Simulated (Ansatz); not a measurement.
# Ca (Calcium): the cost of one run

Computed with Ansatz 0.2.0 (DFT r2SCAN, scalar-relativistic, plane waves, PAW, unless a step's input says otherwise).

## Step 1: The starting structure

Symmetry: Fm-3m, No. 225, cubic system. The conventional cell has a = 5.569 Å, b = 5.569 Å, c = 5.569 Å, α = 90.00°, β = 90.00°, γ = 90.00°. Ca (site symmetry m-3m) is surrounded by 12 Ca at 3.94 Å.

Structure file:

```
CELL_PARAMETERS angstrom
0.00000 2.78441 2.78441
2.78441 0.00000 2.78441
2.78441 2.78441 0.00000
ATOMIC_POSITIONS crystal
Ca 0.00000 0.00000 0.00000
```

It is the result of an earlier relaxation at this level (volume 43.17 Å³/atom; gap on the mesh: none (metal)).

## Step 2: Bulk reference on the slab's mesh

input.yaml

```yaml
crystal:
  lattice:
    - [3.937748999, 0.0, 0.0]
    - [0.0, 5.5688180396, 0.0]
    - [1.9688744995, 2.7844090198, 1.9688744995]
  atoms:
    - { symbol: Ca, position: [0.0, 0.0, 0.0] }
basis:
  ecutwfc: 500
kpoints:
  mp_grid: { grid: [9, 6, 17] }
hamiltonian:
  xc: r2scan
scf:
  occupations: { method: gaussian, width: 0.1 }
output:
  forces: true
  stress: true
  eigenvalues: true
```

Launch:

```
$ ansatz run input.yaml --threads 1 --pin off --max-ram 2560MiB --backend cpu --events-out ev --progress --plain --runs-dir out
```

What time and memory should one allow on 1 thread of Arm Neoverse V2, shared host?

About 23 s, with a peak of 0.66 GiB.
